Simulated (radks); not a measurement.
# Ionisation of B⁺: one atom, several choices of functional

An exercise on one series of results from a longer session: the logs are not shown, and one member is left open.

The numbers are computed with radks (a radial shooting solver on a logarithmic mesh, Libxc functionals) version 1 (non-relativistic Kohn-Sham, spin-polarised, spherical densities, point nucleus; open shells are filled with parallel spins first), except any that are marked as measured or tabulated.

2 further runs of the same task are left out: 2 that didn't finish.

### The system

| Quantity | Value |
| --- | --- |
| element | boron (Z = 5) |
| charge | +1 |
| electrons | 4 |
| configuration | [He] 2s2 |
| ion | B²⁺, [He] 2s1 |
| choices | r2SCAN; Wu-Cohen GGA; exchange-only LDA; exchange-only r2SCAN; HCTH/407 |

Outer shells as boxes (Hund's rule):

B⁺
```
[He] core
2s [↑↓]
```

B²⁺
```
[He] core
2s [↑ ]
```

The first run:

Settings of this run:

```text
Z 5
configuration [He] 2s2
relativity non-relativistic
functional r2scan,r2scan
spin polarised
nucleus point
```

Among the steps run: r2SCAN: B⁺; r2SCAN: B²⁺; Wu-Cohen GGA: B⁺; Wu-Cohen GGA: B²⁺; exchange-only LDA: B⁺; exchange-only LDA: B²⁺; exchange-only r2SCAN: B⁺; exchange-only r2SCAN: B²⁺; HCTH/407: B⁺; HCTH/407: B²⁺.

One table of the session follows, with a row left open; its other results are not shown here.

| functional | E(B⁺) (hartree) | Δ-SCF (eV) | −ε(HOMO) (eV) | <r> HOMO (bohr) |
| --- | --- | --- | --- | --- |
| r2SCAN | ? | ? | ? | ? |
| Wu-Cohen GGA | -24.22097 | 24.419 | 19.410 | 1.782 |
| exchange-only LDA | -23.78597 | 22.856 | 18.149 | 1.807 |
| exchange-only r2SCAN | -24.22545 | 23.225 | 19.096 | 1.799 |
| HCTH/407 | -24.33381 | 25.024 | 19.685 | 1.784 |

Q: Estimate the row for r2SCAN from the others.

As computed: E(B⁺) (hartree): -24.31621; Δ-SCF (eV): 24.260; −ε(HOMO) (eV): 19.726; <r> HOMO (bohr): 1.787. In the column «E(B⁺) (hartree)» it lies between HCTH/407 (-24.33381) and exchange-only r2SCAN (-24.22545).
